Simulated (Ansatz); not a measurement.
# C11H22S: geometry, orbitals and charge

What does C11H22S look like as a singlet, and where do its frontier electrons sit?

Method: RKS PBE0-D4/def2-TZVP; program: Ansatz 0.2.0, Gaussian basis.

Plan: relaxation at r2SCAN-D4/def2-SVP; a single point at PBE0-D4/def2-TZVP.

4 further runs of the same task are left out: 4 that didn't finish.

### 1 The starting structure

SMILES `C=CCCCCCCCCCS`, 34 atoms, charge 0, spin multiplicity 1.

Atoms are counted from 1 here; the program's logs count them from 0.

Bond lengths: C1–C2 1.319 Å, C1–H13 1.077 Å, C1–H14 1.078 Å, C2–C3 1.495 Å, C2–H15 1.083 Å, C3–C4 1.532 Å, C3–H16 1.092 Å, C3–H17 1.094 Å, C4–C5 1.527 Å, C4–H18 1.093 Å, C4–H19 1.092 Å, C5–C6 1.528 Å, C5–H20 1.093 Å, C5–H21 1.091 Å, C6–C7 1.530 Å, C6–H22 1.093 Å, C6–H23 1.093 Å, C7–C8 1.528 Å and more. Angles: C2–C1–H13 122.2°, C2–C1–H14 121.7°, H13–C1–H14 116.1°, C1–C2–C3 124.7°, C1–C2–H15 120.1°, C3–C2–H15 115.2°, C2–C3–C4 111.3°, C2–C3–H16 109.8°, C2–C3–H17 109.1°, C4–C3–H16 109.7°, C4–C3–H17 108.8°, H16–C3–H17 108.1°, C3–C4–C5 111.8°, C3–C4–H18 109.1°, C3–C4–H19 109.2°, C5–C4–H18 109.6°, C5–C4–H19 109.4°, H18–C4–H19 107.6° and more.

Geometry (Å):

```xyz
34

C    -6.05357    1.18844    0.14185
C    -5.18653    0.25321    0.48028
C    -3.72587    0.48633    0.69841
C    -2.87877   -0.31494   -0.29515
C    -1.38464   -0.08606   -0.08107
C    -0.53934   -0.88638   -1.07019
C     0.95893   -0.59614   -0.96372
C     1.56364   -1.04464    0.36585
C     3.09153   -0.97956    0.39053
C     3.63319    0.44494    0.27302
C     5.14696    0.46710    0.40747
S     5.83239    2.15669    0.28914
H    -7.09872    0.97525   -0.00817
H    -5.75440    2.21513    0.00430
H    -5.51498   -0.77078    0.60812
H    -3.50230    1.55026    0.59812
H    -3.46179    0.17845    1.71472
H    -3.15194   -0.02440   -1.31234
H    -3.10327   -1.37825   -0.18420
H    -1.16430    0.97797   -0.19631
H    -1.12499   -0.37107    0.93994
H    -0.71420   -1.95409   -0.91544
H    -0.86587   -0.64404   -2.08470
H     1.47174   -1.11768   -1.77627
H     1.12095    0.47450   -1.10011
H     1.17103   -0.42791    1.17531
H     1.26038   -2.07659    0.55715
H     3.44478   -1.41306    1.32971
H     3.49550   -1.58515   -0.42441
H     3.35444    0.86623   -0.69517
H     3.19474    1.07285    1.05153
H     5.46108    0.11038    1.38822
H     5.62507   -0.14323   -0.35916
H     5.39914    2.39626   -0.94725
```

The start is a GFN2-xTB geometry.

### 2 Relaxation at r2SCAN-D4/def2-SVP

in.yaml reads:

```yaml
crystal:
  periodic: [false, false, false]
  atoms:
    - {symbol: C, position_ang: [-6.053570, 1.188440, 0.141850]}
    - {symbol: C, position_ang: [-5.186530, 0.253210, 0.480280]}
    - {symbol: C, position_ang: [-3.725870, 0.486330, 0.698410]}
    - {symbol: C, position_ang: [-2.878770, -0.314940, -0.295150]}
    - {symbol: C, position_ang: [-1.384640, -0.086060, -0.081070]}
    - {symbol: C, position_ang: [-0.539340, -0.886380, -1.070190]}
    - {symbol: C, position_ang: [0.958930, -0.596140, -0.963720]}
    - {symbol: C, position_ang: [1.563640, -1.044640, 0.365850]}
    - {symbol: C, position_ang: [3.091530, -0.979560, 0.390530]}
    - {symbol: C, position_ang: [3.633190, 0.444940, 0.273020]}
    - {symbol: C, position_ang: [5.146960, 0.467100, 0.407470]}
    - {symbol: S, position_ang: [5.832390, 2.156690, 0.289140]}
    - {symbol: H, position_ang: [-7.098720, 0.975250, -0.008170]}
    - {symbol: H, position_ang: [-5.754400, 2.215130, 0.004300]}
    - {symbol: H, position_ang: [-5.514980, -0.770780, 0.608120]}
    - {symbol: H, position_ang: [-3.502300, 1.550260, 0.598120]}
    - {symbol: H, position_ang: [-3.461790, 0.178450, 1.714720]}
    - {symbol: H, position_ang: [-3.151940, -0.024400, -1.312340]}
    - {symbol: H, position_ang: [-3.103270, -1.378250, -0.184200]}
    - {symbol: H, position_ang: [-1.164300, 0.977970, -0.196310]}
    - {symbol: H, position_ang: [-1.124990, -0.371070, 0.939940]}
    - {symbol: H, position_ang: [-0.714200, -1.954090, -0.915440]}
    - {symbol: H, position_ang: [-0.865870, -0.644040, -2.084700]}
    - {symbol: H, position_ang: [1.471740, -1.117680, -1.776270]}
    - {symbol: H, position_ang: [1.120950, 0.474500, -1.100110]}
    - {symbol: H, position_ang: [1.171030, -0.427910, 1.175310]}
    - {symbol: H, position_ang: [1.260380, -2.076590, 0.557150]}
    - {symbol: H, position_ang: [3.444780, -1.413060, 1.329710]}
    - {symbol: H, position_ang: [3.495500, -1.585150, -0.424410]}
    - {symbol: H, position_ang: [3.354440, 0.866230, -0.695170]}
    - {symbol: H, position_ang: [3.194740, 1.072850, 1.051530]}
    - {symbol: H, position_ang: [5.461080, 0.110380, 1.388220]}
    - {symbol: H, position_ang: [5.625070, -0.143230, -0.359160]}
    - {symbol: H, position_ang: [5.399140, 2.396260, -0.947250]}
basis:
  gaussian: {orbitals: def2-SVP}
hamiltonian: {xc: r2scan, dispersion: d4}
scf: {lower_state_search: "off"}
output: {orbitals: {seedname: orbitals}}
relax: {f_tol: 0.03, max_steps: 70}
```

Run with:

```console
$ ansatz run in.yaml --threads 4 --pin off --events-out ev --progress --plain --max-ram 6963MiB
```

After this run come: Single point, PBE0-D4/def2-TZVP.

Before running them: what should the planned runs give, taken together? Wanted: point group; commonest bond, hydrogen aside; HOMO, LUMO at PBE0-D4/def2-TZVP; dipole at r2SCAN-D4/def2-SVP.

The runs gave:

```
                       quantity                           value
                    point group                              C1
 commonest bond, hydrogen aside  C–C, 10 of mean length 1.507 Å
HOMO, LUMO at PBE0-D4/def2-TZVP                  -6.72, 0.33 eV
   dipole at r2SCAN-D4/def2-SVP                          1.73 D
```

The molecule keeps its bonding pattern by the stored test; the atoms moved 0.05 Å (rms). No usable vibrations, so a minimum isn't proven. The HOMO lies nearest to S12 76 %; H34 10 % and the LUMO to C1, C2 about 29 % each; H13, H14, H15 about 10 % each. The point group is read from a loosely relaxed geometry; soft torsions can leave it below the true symmetry.
